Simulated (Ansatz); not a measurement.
Consider an atomisation energy of CH₆GeO, SMILES O[CH2][GeH3] (Ansatz 0.2.0 through its Python package).

`tae_ch6geo.py`
```python
'''Energy to split CH6GeO into its atoms.'''

from collections import Counter

import ansatz as az


def single_point(molecule, charge=0, unpaired=0):
    calc = molecule.calculation().basis(gaussian='cc-pVDZ').functional('pbe0')
    if charge:
        calc = calc.charge(charge)
    if unpaired:
        calc = calc.spin('collinear', total=unpaired)
    return calc.run(threads=1).report['free_energy_ev']

geometry_ang = [
    ('O', (-1.0339, -0.2041, -1.255)),
    ('C', (-0.1214, 0.5319, -0.5305)),
    ('Ge', (0.4158, -0.5586, 0.96)),
    ('H', (-1.2617, 0.4498, -2.0205)),
    ('H', (-0.5415, 1.478, -0.1585)),
    ('H', (0.7663, 0.7698, -1.168)),
    ('H', (-0.747, -0.866, 1.8797)),
    ('H', (1.5566, 0.2227, 1.7872)),
    ('H', (1.0554, -1.87, 0.4885)),
]
mol = az.Crystal.molecule()
for symbol, xyz in geometry_ang:
    mol = mol.atom(symbol, xyz)

# unpaired electrons of the ground-state atoms
unpaired = {'O': 2, 'C': 2, 'Ge': 2, 'H': 1}
counts = Counter(site.symbol for site in mol.cartesian_sites)
atom_energy = {s: single_point(az.Crystal.molecule().atom(s, (0, 0, 0)), 0, unpaired[s]) for s in counts}
whole = single_point(mol, 0, 0)
for s, e in atom_energy.items():
    print(f'{s:2s} x{counts[s]}  {e:14.5f} eV')
print(f'CH6GeO: {whole:.5f} eV')
split = sum(counts[s] * e for s, e in atom_energy.items()) - whole
print(f'atomisation energy (no zero-point term): {96.485332 * split:.1f} kJ/mol, {split / sum(counts.values()):.3f} eV an atom')
```

What does it cost to take this molecule apart into atoms?

2778.3 kJ/mol from the electronic energies, without the zero-point term.

What the script printed:

```console
$ python tae_ch6geo.py
O  x1     -2040.66463 eV
C  x1     -1028.56355 eV
Ge x1    -56507.91561 eV
H  x6       -13.61358 eV
CH6GeO: -59687.61985 eV
atomisation energy (no zero-point term): 2778.3 kJ/mol, 3.199 eV an atom
```

Reading the output:
- Total energies depend on the basis set; only differences at equal settings carry meaning.
- The geometry is a force-field or estimated start, not a minimum of this method, and the basis set is short of its limit. All parts are taken at fixed geometry, without zero-point energy.
- Finished in 3.9 s on 1 thread of Arm Neoverse V1, with other jobs on the host, peak memory 0.22 GiB.

(Lines on the test bed's own set-up are left out of the output.)
